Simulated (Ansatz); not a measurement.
# TeMo5: the cost of one run

Computed with Ansatz 0.2.0 (DFT PBE, scalar-relativistic, plane waves, PAW, unless a step's input says otherwise).

## 1. The starting structure

It takes space group Cmmm (No. 65, orthorhombic). The conventional cell has a = 4.531 Å, b = 9.718 Å, c = 4.487 Å, α = 90.00°, β = 90.00°, γ = 90.00°. Around Te (site symmetry mmm) lie 14 Mo at 2.79 to 3.24 Å. Mo (site symmetry mmm) is surrounded by 10 Mo at 2.77 to 3.19 Å and 4 Te at 3.19 Å. Mo (site symmetry m2m) has 6 Mo at 2.72 to 2.82 Å and 2 Te at 2.80 Å as nearest neighbours. Around Mo (site symmetry m2m) lie 6 Mo at 2.73 to 2.78 Å and 2 Te at 2.79 Å.

Coordinates:

```cif
data_structure
_symmetry_space_group_name_H-M 'P 1'
_symmetry_Int_Tables_number 1
_cell_length_a 5.3611
_cell_length_b 5.3611
_cell_length_c 4.4872
_cell_angle_alpha 90.000
_cell_angle_beta 90.000
_cell_angle_gamma 130.003
_cell_volume 98.79
loop_
_atom_site_label
_atom_site_type_symbol
_atom_site_fract_x
_atom_site_fract_y
_atom_site_fract_z
_atom_site_occupancy
Te1 Te 0.50000 0.50000 0.50000 1
Mo1 Mo 0.00000 0.00000 0.00000 1
Mo2 Mo 0.32787 0.67213 0.00000 1
Mo3 Mo 0.67213 0.32787 0.00000 1
Mo4 Mo 0.83305 0.16695 0.50000 1
Mo5 Mo 0.16695 0.83305 0.50000 1
```

The cell was relaxed beforehand at this level, from a database cell with other species swapped in; it is a trial structure. At a tolerance of 0.05 Å it has space group Cmmm (No. 65); it has 16.46 Å³/atom, an uncorrected energy of +0.24 eV/atom over the elements.

## 2. Static run: bands, density of states and charges

Input file input.yaml:

```yaml
crystal:
  lattice:
    - [2.2655647819, -4.8588241581, 0.0]
    - [2.2655647819, 4.8588241581, 0.0]
    - [0.0, 0.0, 4.4871618877]
  atoms:
    - { symbol: Te, position: [0.5, 0.5, 0.5] }
    - { symbol: Mo, position: [0.0, 0.0, 0.0] }
    - { symbol: Mo, position: [0.3278681557, 0.6721318443, 0.0] }
    - { symbol: Mo, position: [0.6721318443, 0.3278681557, 0.0] }
    - { symbol: Mo, position: [0.8330519249, 0.1669480751, 0.5] }
    - { symbol: Mo, position: [0.1669480751, 0.8330519249, 0.5] }
basis:
  ecutwfc: 420
kpoints:
  mp_grid: { grid: [10, 10, 8] }
  band_path:
    path:
      - [[0.0, 0.0, 0.0], [-0.5, 0.5, 0.0], [-0.30435389, 0.69564611, 0.0]]
      - [[0.30435389, 0.30435389, 0.0], [0.0, 0.0, 0.0], [0.0, 0.0, 0.5], [0.30435389, 0.30435389, 0.5]]
      - [[-0.30435389, 0.69564611, 0.5], [-0.5, 0.5, 0.5], [-0.5, 0.5, 0.0]]
      - [[0.0, 0.0, 0.0], [0.0, 0.5, 0.0], [0.0, 0.5, 0.5], [0.0, 0.0, 0.5], [-0.5, 0.5, 0.5]]
    npoints: 14
hamiltonian:
  xc: pbe
scf:
  occupations: { method: gaussian, width: 0.1 }
  n_extra_bands: 15
output:
  forces: true
  stress: true
  eigenvalues: true
  populations: true
  dos: { projected: true, de: 0.02, nscf_kmesh: { grid: [12, 12, 10] } }
  bader: true
  write_density: true
  write_potential: true
  elf: true
  volumetric_format: npy
```

Command:

```bash
$ ansatz run input.yaml --threads 1 --pin off --max-ram 2560MiB --backend cpu --events-out ev --progress --plain --runs-dir out
```

**Question.** How long does this run take on 1 thread of Intel Xeon 6975P-C (Granite Rapids), shared host, and how much memory does it need?

About 90 s, with a peak of 1.2 GiB.
